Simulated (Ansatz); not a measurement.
# AlRu (CsCl type): how the settings move a single-point run

Question: which choices in the input matter for AlRu (CsCl type)?

Program: Ansatz 0.2.0. Level of theory: reference: DFT, LDA, all-electron LAPW, scalar-relativistic. These are calculated values, not measurements.

## (1) The starting structure

It takes space group Pm-3m (No. 221, cubic). The conventional cell has a = 2.954 Å, b = 2.954 Å, c = 2.954 Å, α = 90.00°, β = 90.00°, γ = 90.00°. Around Ru (site symmetry m-3m) lie 8 Al at 2.56 Å. Around Al (site symmetry m-3m) lie 8 Ru at 2.56 Å.

As a file:

```cif
data_structure
_symmetry_space_group_name_H-M 'Pm-3m'
_symmetry_Int_Tables_number 221
_cell_length_a 2.9536
_cell_length_b 2.9536
_cell_length_c 2.9536
_cell_angle_alpha 90.000
_cell_angle_beta 90.000
_cell_angle_gamma 90.000
_cell_volume 25.77
loop_
_atom_site_label
_atom_site_type_symbol
_atom_site_symmetry_multiplicity
_atom_site_Wyckoff_symbol
_atom_site_fract_x
_atom_site_fract_y
_atom_site_fract_z
_atom_site_occupancy
Ru1 Ru 1 a 0.00000 0.00000 0.00000 1
Al1 Al 1 b 0.50000 0.50000 0.50000 1
```

## (2) Reference

input.yaml

```yaml
crystal:
  lattice:
    - [0.0, 0.0, 2.9535694198]
    - [2.9535694198, -2.9535694198, 0.0]
    - [2.9535694198, 2.9535694198, 0.0]
  atoms:
    - { symbol: Ru, position: [0.0, 0.0, 0.0] }
    - { symbol: Ru, position: [0.0, 0.5, 0.5] }
    - { symbol: Al, position: [0.5, 0.5, 0.0] }
    - { symbol: Al, position: [0.5, 0.0, 0.5] }
kpoints:
  mp_grid: { grid: [12, 9, 9] }
scf:
  occupations: { method: fermi_dirac, width: 0.05 }
hamiltonian:
  xc: lda
  pseudopotentials: { kind: all_electron, lapw: { basis_error: 0.001 } }
output:
  forces: true
  stress: true
  eigenvalues: true
```

Started as:

```
> ansatz run input.yaml --threads 2 --pin off --max-ram 4096MiB --backend cpu --events-out ev --progress --plain --runs-dir out
```

## (3) Variant: mp_grid.shift [0.5, 0.5, 0.5]

input.yaml, as its differences from that of step 2:

```diff
@@ -11,3 +11,3 @@
 kpoints:
-  mp_grid: { grid: [12, 9, 9] }
+  mp_grid: { grid: [12, 9, 9], shift: [0.5, 0.5, 0.5] }
 scf:
```

Q: Predict the outcome of this session. Wanted: for each run, ending; energy change; pressure; gap; force.

The runs gave:

| run | ending | energy change | pressure (GPa) | gap (eV) | force (eV/Å) | cycles | time |
| --- | --- | --- | --- | --- | --- | --- | --- |
| reference | converged | 0 | 0.0 | 0.00 | 0.00 | 10 | 19 s |
| 1: mp_grid.shift [0.5, 0.5, 0.5] | converged | +3.2 meV/atom | 0.0 | 0.00 | 0.00 | 10 | 16 s |

Residual by cycle in the longest SCF loop of each run; runs are numbered as in the table. The quantity is the density residual dr2, in eV.

| cycle | reference | run 1 |
| --- | --- | --- |
| 1 | 0.482 | 0.488 |
| 2 | 0.634 | 0.648 |
| 3 | 0.0637 | 0.064 |
| 4 | 0.0141 | 0.0129 |
| 5 | 6.2e-4 | 6.4e-4 |
| 6 | 6.7e-5 | 5.3e-5 |
| 7 | 5.2e-6 | 7.8e-6 |
| 8 | 2.4e-6 | 2.2e-6 |
| 9 | 2.0e-7 | 1.7e-7 |
| 10 | 5.3e-9 | 6.2e-9 |

**Reading.** Changing the k-point mesh moves the energy by +3.2 meV/atom. The energy is not variational in the mesh, so the sign tells nothing.
